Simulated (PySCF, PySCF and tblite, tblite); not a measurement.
# C₄H₃BrO₃: a path driven as rotation about a bond, and NMR exchange, part 1 of 2

Aim: the barrier and rate of rotation about a bond in C₄H₃BrO₃ (`O=C/C(=C\Br)C(=O)O`), and what it does to NMR lines.

Programs: PySCF 2.14.0 with density-fitted response routines of our own, and tblite 0.8.0. All values are computed, except where a source is named. Atoms count from 0 throughout.

## 1. The starting structure

11 atoms, charge 0, multiplicity 1; geometry from: force field or distance geometry start.

Bonds of the start (Å): C1–C2 1.48, C1–H8 1.10, C2–C3 1.34, C2–C5 1.49, C3–Br4 1.86, C3–H9 1.08, C5–O6 1.21, C5–O7 1.35, O0–C1 1.24, O7–H10 0.99.

## 2. GFN2-xTB relaxation, start minimum

What the job is given:

```
{"job": {"xc": "GFN2-xTB", "basis": "xTB", "kind": "relax"}, "charge": 0, "multiplicity": 1}
O      1.968800    -1.680400    -0.873700
C      0.772600    -1.379300    -0.767300
C      0.262600    -0.115000    -0.185600
C      1.028800     0.890200     0.264500
Br     2.879300     0.992100     0.358600
C     -1.221800     0.040200    -0.144600
O     -2.015300    -0.790000    -0.535600
O     -1.641400     1.208100     0.382500
H      0.005800    -2.096400    -1.089500
H      0.595500     1.791600     0.683300
H     -2.629600     1.141700     0.334700
```

Launch:

```
$ OMP_NUM_THREADS=1 python ens_run.py task.json out
```

One launch serves the whole session.

The log of the run:

```text
step      E/eV     max force
  0    -716.29152    2.552
  1    -716.31046    3.135
  2    -716.37095    0.389
  3    -716.37941    0.307
  4    -716.40592    0.476
  5    -716.41169    0.464
  6    -716.41690    0.199
  7    -716.41918    0.117
  8    -716.42016    0.101
  9    -716.42110    0.086
 10    -716.42182    0.095
 11    -716.42251    0.093
 12    -716.42305    0.060
 13    -716.42339    0.049
 14    -716.42364    0.050
 15    -716.42389    0.053
 16    -716.42416    0.048
 17    -716.42439    0.047
 18    -716.42451    0.029
 19    -716.42455    0.019
 20    -716.42457    0.011
 21    -716.42459    0.009
 22    -716.42460    0.009
 23    -716.42461    0.008
 24    -716.42461    0.006
 25    -716.42461    0.006
 26    -716.42462    0.007
 27    -716.42462    0.009
 28    -716.42463    0.011
 29    -716.42464    0.007
 30    -716.42464    0.004
 31    -716.42464    0.003
```

It took 0.3 s on 1 thread of Arm Neoverse N1, shared host.

Relaxing gained 0.133 eV and moved the atoms by 0.06 Å on average (rms).

## 3. Relaxed scan, rotation

What the job is given:

```
{"job": {"xc": "GFN2-xTB", "basis": "xTB", "coordinate": [["t", [2, 5, 7, 10], 0.5], ["t", [6, 5, 7, 10], 0.5]], "kind": "drive"}, "charge": 0, "multiplicity": 1}
O      1.964120    -1.610200    -0.844450
C      0.794037    -1.356431    -0.746687
C      0.252361    -0.102047    -0.185739
C      1.020847     0.897617     0.280847
Br     2.873302     0.883440     0.304011
C     -1.228950     0.013673    -0.156669
O     -1.978424    -0.837169    -0.556485
O     -1.657425     1.170396     0.363638
H      0.005956    -2.053466    -1.074607
H      0.587764     1.801787     0.684136
H     -2.628166     1.195070     0.359268
```

The log of the run:

```text
point  coordinate     E/eV
  0    104.400     -716.39162
  1    119.000     -716.30088
  2    133.700     -716.17072
  3    148.800     -716.02929
  4    164.200     -715.90931
  5    179.700     -715.84948
  6    195.200     -715.84557
  7    210.500     -715.88864
  8    225.600     -715.95137
  9    240.400     -716.01001
 10    255.200     -716.04896
 11    269.900     -716.05392
```

It took 2.5 s on 1 thread of Arm Neoverse N1, shared host.

The highest point is number 6, 12.6 kcal/mol above the first.

## 4. Nudged elastic band, leg 1

The job, as its differences from that of step 3:

```diff
@@ -1,2 +1,2 @@
-{"job": {"xc": "GFN2-xTB", "basis": "xTB", "coordinate": [["t", [2, 5, 7, 10], 0.5], ["t", [6, 5, 7, 10], 0.5]], "kind": "drive"}, "charge": 0, "multiplicity": 1}
+{"job": {"xc": "GFN2-xTB", "basis": "xTB", "kind": "neb"}, "charge": 0, "multiplicity": 1}
 O      1.964120    -1.610200    -0.844450
```

The log of the run:

```text
image   E - E0 / eV
  0       0.0000
  1       0.0134
  2       0.1769
  3       0.5119
  4       0.5854
  5       0.4050
  6       0.3676
```

It took 3.3 s on 1 thread of Arm Neoverse N1, shared host; peak memory 0.19 GiB.

The highest point is number 4, 13.5 kcal/mol above the first.

## 5. Saddle search, leg 1

What the job is given:

```
{"job": {"xc": "GFN2-xTB", "basis": "xTB", "kind": "saddle"}, "charge": 0, "multiplicity": 1}
O      1.937057    -1.672995    -0.437028
C      0.773623    -1.390332    -0.528714
C      0.186183    -0.105343    -0.092234
C      0.921480     0.925672     0.361765
Br     2.762799     0.908628     0.579234
C     -1.289850     0.032577    -0.243158
O     -1.963251    -0.761414    -0.829797
O     -1.817855     1.175962     0.294157
H      0.029177    -2.078033    -0.961158
H      0.463925     1.870683     0.622802
H     -2.003287     1.094595     1.234130
```

The log of the run:

```text
step      E/eV     max force
  0    -715.83929   0.0601
  1    -715.84013   0.2332
  2    -715.83991   0.0516
  3    -715.84054   0.1136
  4    -715.84033   0.0211
  5    -715.84064   0.0282
  6    -715.84068   0.0024
lowest wavenumbers (cm-1): -543.6 51.8 126.7 138.8 145.9 183.9
```

Run time: 3.1 s. Hardware: 1 thread of Arm Neoverse N1, shared host; peak memory 0.19 GiB.

Point group C1; 1 imaginary mode, 544i cm⁻¹, carried by H10, O7. Steps downhill from it reached both ends.

## 6. Shieldings, start: PBE0/pcSseg-1

What the job is given:

```
{"job": {"kind": "nmr", "xc": "PBE0", "basis": "pcSseg-1", "pop": false}, "charge": 0, "multiplicity": 1}
O      1.964120    -1.610200    -0.844450
C      0.794037    -1.356431    -0.746687
C      0.252361    -0.102047    -0.185739
C      1.020847     0.897617     0.280847
Br     2.873302     0.883440     0.304011
C     -1.228950     0.013673    -0.156669
O     -1.978424    -0.837169    -0.556485
O     -1.657425     1.170396     0.363638
H      0.005956    -2.053466    -1.074607
H      0.587764     1.801787     0.684136
H     -2.628166     1.195070     0.359268
```

The log of the run:

```text
coarse grid: 51008 points
cycle   1  E = -2952.7335234931  dE =  4.246e-01  |g| = 1.367e+00  |ddm| = 3.432e+00
cycle   2  E = -2951.7101002072  dE =  1.023e+00  |g| = 2.548e+00  |ddm| = 4.350e+00
cycle   3  E = -2952.9698183443  dE = -1.260e+00  |g| = 4.765e-01  |ddm| = 3.746e+00
cycle   4  E = -2953.0068619116  dE = -3.704e-02  |g| = 1.963e-01  |ddm| = 5.127e-01
cycle   5  E = -2953.0133582102  dE = -6.496e-03  |g| = 4.882e-02  |ddm| = 1.659e-01
cycle   6  E = -2953.0136497841  dE = -2.916e-04  |g| = 2.674e-02  |ddm| = 5.603e-02
cycle   7  E = -2953.0137935560  dE = -1.438e-04  |g| = 4.945e-03  |ddm| = 2.652e-02
cycle   8  E = -2953.0137977248  dE = -4.169e-06  |g| = 1.829e-03  |ddm| = 5.674e-03
final grid: 107648 points
cycle   9  E = -2953.0138225616  dE =  1.511e-06  |g| = 3.353e-03  |ddm| = 5.346e-03
cycle  10  E = -2953.0138162225  dE =  6.339e-06  |g| = 6.593e-03  |ddm| = 8.711e-03
cycle  11  E = -2953.0138248155  dE = -8.593e-06  |g| = 6.064e-04  |ddm| = 5.830e-03
cycle  12  E = -2953.0138248876  dE = -7.210e-08  |g| = 7.778e-05  |ddm| = 4.793e-04
cycle  13  E = -2953.0138248890  dE = -1.357e-09  |g| = 1.261e-05  |ddm| = 8.368e-05
cycle  14  E = -2953.0138248890  dE = -3.183e-11  |g| = 8.946e-06  |ddm| = 2.193e-05
converged SCF energy = -2953.0138248890

GIAO shielding tensors (ppm)
atom      isotropic    diamagn.    paramagn.     s11        s22        s33       span
  0 O     -361.605     396.652    -758.257  -1059.522   -438.377    413.083   1472.605
  1 C       -6.251     241.325    -247.576    -94.318    -20.803     96.368    190.686
  2 C       54.652     264.648    -209.996    -53.448     65.312    152.091    205.540
  3 C       19.497     246.078    -226.581    -69.528    -14.250    142.269    211.797
  4 Br    1915.386    3120.495   -1205.109   1196.732   2265.633   2283.795   1087.063
  5 C       19.819     246.385    -226.566    -82.728     64.137     78.049    160.776
  6 O      -79.201     401.400    -480.601   -304.133   -227.896    294.425    598.558
  7 O      140.117     392.569    -252.453      4.443    161.191    254.716    250.272
  8 H       21.256      27.677      -6.422     17.776     22.633     23.358      5.582
  9 H       23.117      29.208      -6.091     17.464     20.178     31.711     14.247
 10 H       25.511      29.679      -4.168     20.434     22.214     33.886     13.452
```

Run time: 34 s. Hardware: 1 thread of Arm Neoverse N1, shared host; peak memory 0.77 GiB.

Key values: HOMO -7.41 eV, LUMO -2.75 eV; dipole 3.50 D.

## 7. Shieldings, saddle of leg 1: PBE0/pcSseg-1

What the job is given:

```
{"job": {"kind": "nmr", "xc": "PBE0", "basis": "pcSseg-1", "pop": false}, "charge": 0, "multiplicity": 1}
O      1.920918    -1.698166    -0.368768
C      0.766651    -1.396321    -0.503911
C      0.186804    -0.099335    -0.096648
C      0.924297     0.938801     0.336492
Br     2.765654     0.920253     0.554469
C     -1.286745     0.048579    -0.259993
O     -1.952311    -0.699806    -0.911529
O     -1.819489     1.152612     0.348840
H      0.023031    -2.074237    -0.953990
H      0.469128     1.892064     0.570992
H     -1.997938     1.015555     1.284045
```

The log of the run:

```text
coarse grid: 51008 points
cycle   1  E = -2952.6961160745  dE =  4.219e-01  |g| = 1.394e+00  |ddm| = 3.408e+00
cycle   2  E = -2951.5552681277  dE =  1.141e+00  |g| = 2.668e+00  |ddm| = 4.300e+00
cycle   3  E = -2952.9518018881  dE = -1.397e+00  |g| = 4.595e-01  |ddm| = 3.701e+00
cycle   4  E = -2952.9863040783  dE = -3.450e-02  |g| = 1.967e-01  |ddm| = 5.122e-01
cycle   5  E = -2952.9930184234  dE = -6.714e-03  |g| = 4.520e-02  |ddm| = 1.861e-01
cycle   6  E = -2952.9932939131  dE = -2.755e-04  |g| = 2.333e-02  |ddm| = 5.099e-02
cycle   7  E = -2952.9934114539  dE = -1.175e-04  |g| = 5.587e-03  |ddm| = 2.313e-02
cycle   8  E = -2952.9934169841  dE = -5.530e-06  |g| = 2.209e-03  |ddm| = 6.565e-03
final grid: 107648 points
cycle   9  E = -2952.9934302899  dE =  2.393e-06  |g| = 4.246e-03  |ddm| = 5.657e-03
cycle  10  E = -2952.9934194622  dE =  1.083e-05  |g| = 8.709e-03  |ddm| = 1.019e-02
cycle  11  E = -2952.9934337110  dE = -1.425e-05  |g| = 5.665e-04  |ddm| = 6.870e-03
cycle  12  E = -2952.9934337776  dE = -6.659e-08  |g| = 9.284e-05  |ddm| = 4.500e-04
cycle  13  E = -2952.9934337796  dE = -1.982e-09  |g| = 1.504e-05  |ddm| = 9.856e-05
cycle  14  E = -2952.9934337797  dE = -9.641e-11  |g| = 1.378e-05  |ddm| = 3.991e-05
converged SCF energy = -2952.9934337797

GIAO shielding tensors (ppm)
atom      isotropic    diamagn.    paramagn.     s11        s22        s33       span
  0 O     -366.100     397.246    -763.346  -1066.898   -439.898    408.496   1475.394
  1 C       -6.434     241.970    -248.404    -93.908    -20.308     94.914    188.822
  2 C       49.782     266.887    -217.104    -54.043     56.813    146.577    200.620
  3 C       18.672     247.084    -228.412    -69.433    -15.140    140.589    210.022
  4 Br    1911.657    3120.708   -1209.051   1200.257   2192.200   2342.513   1142.256
  5 C       16.126     244.760    -228.634    -92.204     65.459     75.122    167.327
  6 O     -174.614     400.673    -575.288   -504.784   -318.763    299.705    804.489
  7 O      184.237     393.188    -208.951     86.137    210.704    255.870    169.734
  8 H       21.296      27.773      -6.476     18.101     22.690     23.098      4.997
  9 H       23.148      29.597      -6.449     17.944     19.807     31.692     13.747
 10 H       28.145      31.494      -3.349     22.872     23.840     37.723     14.851
```

Wall time 41 s (1 thread of Arm Neoverse N1, shared host); peak memory 0.86 GiB.

This run: HOMO -7.53 eV, LUMO -2.89 eV; dipole 3.32 D.

The fields below are evaluated on a grid from the run's orbitals.

Frontier orbitals at PBE0/pcSseg-1, with the share of their density that lies nearest to each atom:

```tsv
orbital	energy (eV)	lies on
HOMO	-7.53	O0 51 %; Br4 20 %; H8 11 %
LUMO	-2.89	C3 32 %; C2 13 %; O0 11 %
```

ELF in a plane through or near 9 of the atoms.

Ten even steps from '0' (0.00) to '9' (1.00):
```
0000000000000000000000000000
0000000222100000000000000000
0000013677640000000000000000
0000036888750001100000000000
0000156547740179830000000000
0002474563555899940000000000
0003686362784799601320000000
0003578876755354017874200000
0000011221368851038777410000
0000001210145345347748631000
0001378873684269227787630000
0001478676278567364212200000
0001478774134112787310000000
0000366325998315847873100000
0000022006999416888873100000
0000000006998202565320000000
0000000001673000111000000000
0000000000000000000000000000
0000000000000000000000000000
0000000000000000000000000000
```
The map spans 10.1 Å across and 9.4 Å up, centred on the molecule. Atoms in the plane (x, y in Å): C1 (-1.3, -1.0), C2 (-0.2, 0.0), C3 (-0.4, 1.3), Br4 (-2.1, 2.1), C5 (1.2, -0.6), O6 (1.4, -1.7), O7 (2.1, 0.4), H8 (-0.9, -2.1), H9 (0.4, 2.0).

On the surface of density 0.002 e/bohr³ the electrostatic potential runs, from the 1st to the 99th percentile, from -1.43 V near O0 to 2.99 V near H10.

## 8. Shieldings, end: PBE0/pcSseg-1

What the job is given:

```
{"job": {"kind": "nmr", "xc": "PBE0", "basis": "pcSseg-1", "pop": false}, "charge": 0, "multiplicity": 1}
O      1.879861    -1.700173    -0.354622
C      0.744220    -1.391700    -0.587737
C      0.134910    -0.093941    -0.219642
C      0.858677     0.968194     0.165532
Br     2.709290     0.973434     0.397732
C     -1.346691     0.005824    -0.438193
O     -1.897768    -0.598948    -1.310505
O     -2.021045     0.803220     0.400034
H      0.037866    -2.055628    -1.112197
H      0.420607     1.943619     0.336063
H     -1.482797     1.170372     1.113458
```

The log of the run:

```text
coarse grid: 51008 points
cycle   1  E = -2952.7016516852  dE =  4.397e-01  |g| = 1.391e+00  |ddm| = 3.393e+00
cycle   2  E = -2951.4134287711  dE =  1.288e+00  |g| = 2.780e+00  |ddm| = 4.531e+00
cycle   3  E = -2952.9562193948  dE = -1.543e+00  |g| = 4.698e-01  |ddm| = 3.907e+00
cycle   4  E = -2952.9910795395  dE = -3.486e-02  |g| = 2.223e-01  |ddm| = 5.006e-01
cycle   5  E = -2952.9993845991  dE = -8.305e-03  |g| = 6.069e-02  |ddm| = 1.873e-01
cycle   6  E = -2952.9998964795  dE = -5.119e-04  |g| = 2.916e-02  |ddm| = 6.652e-02
cycle   7  E = -2953.0000654905  dE = -1.690e-04  |g| = 6.664e-03  |ddm| = 2.833e-02
cycle   8  E = -2953.0000732117  dE = -7.721e-06  |g| = 2.418e-03  |ddm| = 7.316e-03
final grid: 107648 points
cycle   9  E = -2953.0000935630  dE =  2.610e-06  |g| = 4.384e-03  |ddm| = 7.073e-03
cycle  10  E = -2953.0000823443  dE =  1.122e-05  |g| = 8.693e-03  |ddm| = 1.184e-02
cycle  11  E = -2953.0000975255  dE = -1.518e-05  |g| = 8.390e-04  |ddm| = 7.733e-03
cycle  12  E = -2953.0000976663  dE = -1.408e-07  |g| = 9.799e-05  |ddm| = 6.784e-04
cycle  13  E = -2953.0000976682  dE = -1.878e-09  |g| = 1.770e-05  |ddm| = 9.860e-05
cycle  14  E = -2953.0000976683  dE = -7.549e-11  |g| = 1.469e-05  |ddm| = 3.475e-05
converged SCF energy = -2953.0000976683

GIAO shielding tensors (ppm)
atom      isotropic    diamagn.    paramagn.     s11        s22        s33       span
  0 O     -368.884     397.780    -766.664  -1066.206   -441.622    401.177   1467.382
  1 C       -5.896     242.017    -247.913    -94.288    -15.780     92.381    186.669
  2 C       46.121     268.618    -222.497    -59.461     52.147    145.677    205.138
  3 C       32.295     249.276    -216.981    -52.452      9.081    140.255    192.706
  4 Br    1942.013    3120.835   -1178.822   1214.520   2147.337   2464.182   1249.662
  5 C       21.120     245.834    -224.714    -79.860     64.965     78.255    158.114
  6 O     -105.380     400.127    -505.507   -416.782   -214.234    314.876    731.657
  7 O      128.092     391.493    -263.401    -36.255    188.073    232.457    268.712
  8 H       21.514      27.600      -6.086     18.602     22.556     23.383      4.780
  9 H       24.069      30.625      -6.556     18.953     21.391     31.863     12.910
 10 H       25.148      33.236      -8.088     19.759     26.125     29.559      9.800
```

Wall time 33 s (1 thread of Arm Neoverse N1, shared host); peak memory 0.86 GiB.

In short: HOMO -7.68 eV, LUMO -2.92 eV; dipole 3.62 D.

## 9. The path in numbers

What the job is given:

```
{"job": {"smiles": "O=C/C(=C\\Br)C(=O)O", "charge": 0, "mult": 1, "motion": "rotation", "what": "ester", "atoms": [5, 7], "drives": [{"terms": [["t", [2, 5, 7, 10], 0.5], ["t", [6, 5, 7, 10], 0.5]], "by": 180, "n": 12}], "study": "path", "level": {"kind": "nmr", "xc": "PBE0", "basis": "pcSseg-1"}, "fields": [200, 300, 360], "first": 3, "seed": 337, "kind": "path"}, "charge": 0, "multiplicity": 1}
O      1.964120    -1.610200    -0.844450
C      0.794037    -1.356431    -0.746687
C      0.252361    -0.102047    -0.185739
C      1.020847     0.897617     0.280847
Br     2.873302     0.883440     0.304011
C     -1.228950     0.013673    -0.156669
O     -1.978424    -0.837169    -0.556485
O     -1.657425     1.170396     0.363638
H      0.005956    -2.053466    -1.074607
H      0.587764     1.801787     0.684136
H     -2.628166     1.195070     0.359268
```

The log of the run:

```text
stationary points (kcal/mol above the start)
  n  kind          group   xTB      DFT    lowest mode
  0  minimum      Cs       0.00     0.00      34.0
  1  saddle       C1      13.47    12.73    -543.6
  2  minimum      C1       8.48     8.50      54.5

GFN2-xTB energies: T/K, barrier G, reaction G (kcal/mol), k forward, k back (1/s)
 150.00    12.40     8.21   5.38e-06   2.48e+06
 200.00    12.42     8.22      0.226   1.07e+08
 250.00    12.44     8.21        140   1.06e+09
 298.15    12.46     8.21    9.1e+03   4.74e+09
 350.00    12.50     8.20   2.29e+05   1.51e+10
 400.00    12.54     8.19   2.35e+06   3.51e+10
 500.00    12.64     8.16   6.24e+07   1.15e+11

PBE0/pcSseg-1 + D3(BJ) energies: T/K, barrier G, reaction G (kcal/mol), k forward, k back (1/s)
 150.00    11.67     8.23   6.28e-05   3.09e+07
 200.00    11.68     8.24       1.43   7.12e+08
 250.00    11.70     8.23        611   4.82e+09
 298.15    11.73     8.23   3.13e+04   1.68e+10
 350.00    11.77     8.22   6.57e+05   4.46e+10
 400.00    11.81     8.21   5.91e+06   9.03e+10
 500.00    11.90     8.18    1.3e+08   2.45e+11
```

Run time: 2.1 min. Hardware: 1 thread of Arm Neoverse N1, shared host; peak memory 0.86 GiB. This counts the whole study up to here.

Barriers by level (kcal/mol; entropies in cal/(mol K)). Zero-point and thermal terms come from xTB in every row. ΔG‡ leaves symmetry out; the rate counts equivalent paths (a factor of 2); effective ΔG‡, where given, is the barrier that would give that rate by Eyring's equation alone:

```tsv
level	ΔE‡	with zero-point	ΔH‡	ΔS‡	ΔG‡ (298 K)	ΔE of reaction	k at 298 K (1/s)	effective ΔG‡
GFN2-xTB	13.47	12.37	12.27	-0.6	12.46	8.48	9.1e+03	12.05
PBE0/pcSseg-1 + D3(BJ)	12.73	11.64	11.54	-0.6	11.73	8.50	3.1e+04	11.32
```

Sites that the driver pairs across this motion, and where their lines would merge (no couplings; faster rotations or exchange between molecules can average them sooner):

```tsv
nucleus	sites: shielding (ppm)	proton frequency (MHz)	spread (Hz)	coalescence (K)	lines at 298 K
17O	O6: -79.2; O6 (end): -105.4	360	1278	not given	–
13C	C3: 19.5; C3 (end): 32.3	360	1159	not given	–
13C	C2: 54.7; C2 (end): 46.1	360	772	not given	–
17O	O7: 140.1; O7 (end): 128.1	360	587	not given	–
17O	O0: -361.6; O0 (end): -368.9	360	355	not given	–
1H	H9: 23.12; H9 (end): 24.07	360	343	not given	–
1H	H10: 25.51; H10 (end): 25.15	360	131	not given	–
13C	C5: 19.8; C5 (end): 21.1	360	118	not given	–
```

A dash: the driver gave no coalescence for this row (it judged the minor form too scarce).

Rows that set an atom against itself at the end compare its shielding in the two forms.

Lines of quadrupolar nuclei are broad, so their coalescence could hardly be seen.

## 10. Shieldings, start: PBE0/def2-SVPD

What the job is given:

```
{"job": {"kind": "nmr", "xc": "PBE0", "basis": "def2-SVPD", "pop": false}, "charge": 0, "multiplicity": 1}
O      1.964120    -1.610200    -0.844450
C      0.794037    -1.356431    -0.746687
C      0.252361    -0.102047    -0.185739
C      1.020847     0.897617     0.280847
Br     2.873302     0.883440     0.304011
C     -1.228950     0.013673    -0.156669
O     -1.978424    -0.837169    -0.556485
O     -1.657425     1.170396     0.363638
H      0.005956    -2.053466    -1.074607
H      0.587764     1.801787     0.684136
H     -2.628166     1.195070     0.359268
```

The log of the run:

```text
coarse grid: 51008 points
cycle   1  E = -2952.4970524348  dE =  5.035e-01  |g| = 1.138e+00  |ddm| = 6.214e+00
cycle   2  E = -2951.4952232311  dE =  1.002e+00  |g| = 2.462e+00  |ddm| = 7.106e+00
cycle   3  E = -2952.7391152459  dE = -1.244e+00  |g| = 3.177e-01  |ddm| = 5.666e+00
cycle   4  E = -2952.7561864682  dE = -1.707e-02  |g| = 1.392e-01  |ddm| = 6.085e-01
cycle   5  E = -2952.7596762667  dE = -3.490e-03  |g| = 3.811e-02  |ddm| = 1.963e-01
cycle   6  E = -2952.7599267755  dE = -2.505e-04  |g| = 1.648e-02  |ddm| = 7.265e-02
cycle   7  E = -2952.7599832367  dE = -5.646e-05  |g| = 3.906e-03  |ddm| = 3.150e-02
cycle   8  E = -2952.7599860243  dE = -2.788e-06  |g| = 1.335e-03  |ddm| = 8.276e-03
final grid: 107648 points
cycle   9  E = -2952.7599905493  dE =  8.989e-07  |g| = 2.530e-03  |ddm| = 9.380e-03
cycle  10  E = -2952.7599862430  dE =  4.306e-06  |g| = 5.243e-03  |ddm| = 1.182e-02
cycle  11  E = -2952.7599919011  dE = -5.658e-06  |g| = 3.943e-04  |ddm| = 7.840e-03
cycle  12  E = -2952.7599919355  dE = -3.449e-08  |g| = 6.080e-05  |ddm| = 6.981e-04
cycle  13  E = -2952.7599919363  dE = -7.503e-10  |g| = 1.310e-05  |ddm| = 1.188e-04
converged SCF energy = -2952.7599919363

GIAO shielding tensors (ppm)
atom      isotropic    diamagn.    paramagn.     s11        s22        s33       span
  0 O     -302.279     377.559    -679.839   -956.474   -363.524    413.160   1369.635
  1 C        9.221     250.011    -240.789    -69.193    -13.228    110.086    179.279
  2 C       67.284     271.001    -203.717    -33.365     73.684    161.534    194.899
  3 C       34.681     240.315    -205.634    -49.116     -0.421    153.580    202.697
  4 Br    2048.487    3138.796   -1090.309   1423.729   2355.207   2366.526    942.797
  5 C       35.768     251.010    -215.242    -58.126     74.218     91.213    149.339
  6 O      -38.634     381.420    -420.054   -263.134   -171.092    318.324    581.458
  7 O      163.430     396.268    -232.838     41.672    186.016    262.604    220.932
  8 H       21.185      25.833      -4.647     18.016     21.831     23.710      5.694
  9 H       23.015      27.914      -4.899     17.794     19.124     32.128     14.334
 10 H       25.681      31.877      -6.196     21.341     22.011     33.691     12.350
```

It took 45 s on 1 thread of Arm Neoverse N1, shared host; peak memory 1 GiB.

This run: HOMO -7.49 eV, LUMO -2.85 eV; dipole 3.45 D.

(Continued in part 2 of 2.)
